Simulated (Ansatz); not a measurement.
# VBiO4: the cost of one run

Computed with Ansatz 0.2.0 (DFT r2SCAN, scalar-relativistic, plane waves, PAW, unless a step's input says otherwise).

## (1) Starting point

The structure is monoclinic, space group C2/c (No. 15). The conventional cell has a = 7.247 Å, b = 11.697 Å, c = 5.090 Å, α = 90.00°, β = 134.22°, γ = 90.00°. Around V (site symmetry 2) lie 4 O at 1.69 to 1.77 Å. Around Bi (site symmetry 2) lie 8 O at 2.35 to 2.63 Å. O (site symmetry 1) is surrounded by 1 V at 1.77 Å and 2 Bi at 2.35 to 2.37 Å. O (site symmetry 1) has 1 V at 1.69 Å as nearest neighbours.

Structure file:

```cif
data_structure
_symmetry_space_group_name_H-M 'P 1'
_symmetry_Int_Tables_number 1
_cell_length_a 6.8802
_cell_length_b 6.8802
_cell_length_c 5.0898
_cell_angle_alpha 111.552
_cell_angle_beta 111.552
_cell_angle_gamma 116.438
_cell_volume 154.60
loop_
_atom_site_label
_atom_site_type_symbol
_atom_site_fract_x
_atom_site_fract_y
_atom_site_fract_z
_atom_site_occupancy
V1 V 0.87000 0.13000 0.75000 1
V2 V 0.13000 0.87000 0.25000 1
Bi1 Bi 0.36650 0.63350 0.75000 1
Bi2 Bi 0.63350 0.36650 0.25000 1
O1 O 0.93830 0.35470 0.63880 1
O2 O 0.64530 0.06170 0.86120 1
O3 O 0.06170 0.64530 0.36120 1
O4 O 0.35470 0.93830 0.13880 1
O5 O 0.81130 0.70990 0.87960 1
O6 O 0.29010 0.18870 0.62040 1
O7 O 0.18870 0.29010 0.12040 1
O8 O 0.70990 0.81130 0.37960 1
```

Source of the structure: the Crystallography Open Database.

(A quick probe on a coarse mesh, which set the mesh and smearing, is not shown.)

## (3) Full relaxation

The input, input.yaml:

```yaml
crystal:
  lattice:
    - [3.6235830947, -5.8486, 0.0]
    - [3.6235830947, 5.8486, 0.0]
    - [-3.5500110127, 0.0, 3.6473943918]
  atoms:
    - { symbol: V, position: [0.87, 0.13, 0.75] }
    - { symbol: V, position: [0.13, 0.87, 0.25] }
    - { symbol: Bi, position: [0.3665, 0.6335, 0.75] }
    - { symbol: Bi, position: [0.6335, 0.3665, 0.25] }
    - { symbol: O, position: [0.9383, 0.3547, 0.6388] }
    - { symbol: O, position: [0.6453, 0.0617, 0.8612] }
    - { symbol: O, position: [0.0617, 0.6453, 0.3612] }
    - { symbol: O, position: [0.3547, 0.9383, 0.1388] }
    - { symbol: O, position: [0.8113, 0.7099, 0.8796] }
    - { symbol: O, position: [0.2901, 0.1887, 0.6204] }
    - { symbol: O, position: [0.1887, 0.2901, 0.1204] }
    - { symbol: O, position: [0.7099, 0.8113, 0.3796] }
basis:
  ecutwfc: 500
kpoints:
  mp_grid: { grid: [6, 6, 6] }
hamiltonian:
  xc: r2scan
scf:
  occupations: { method: gaussian, width: 0.02 }
output:
  forces: true
  stress: true
  eigenvalues: true
  write_density: true
  write_potential: true
  elf: true
  volumetric_format: npy
relax:
  adjacent_minimum: "off"
  f_tol: 0.02
  max_steps: 70
  cell: { stress_tol: 0.1 }
```

Started as:

```console
ansatz run input.yaml --threads 2 --pin off --max-ram 5120MiB --backend cpu --events-out ev --progress --plain --runs-dir out
```

**Question.** How long does this run take on 2 threads of Intel Xeon Platinum 8375C at 2.90GHz (Ice Lake), shared host, and how much memory does it need?

About 4.3 min, with a peak of 1.5 GiB.
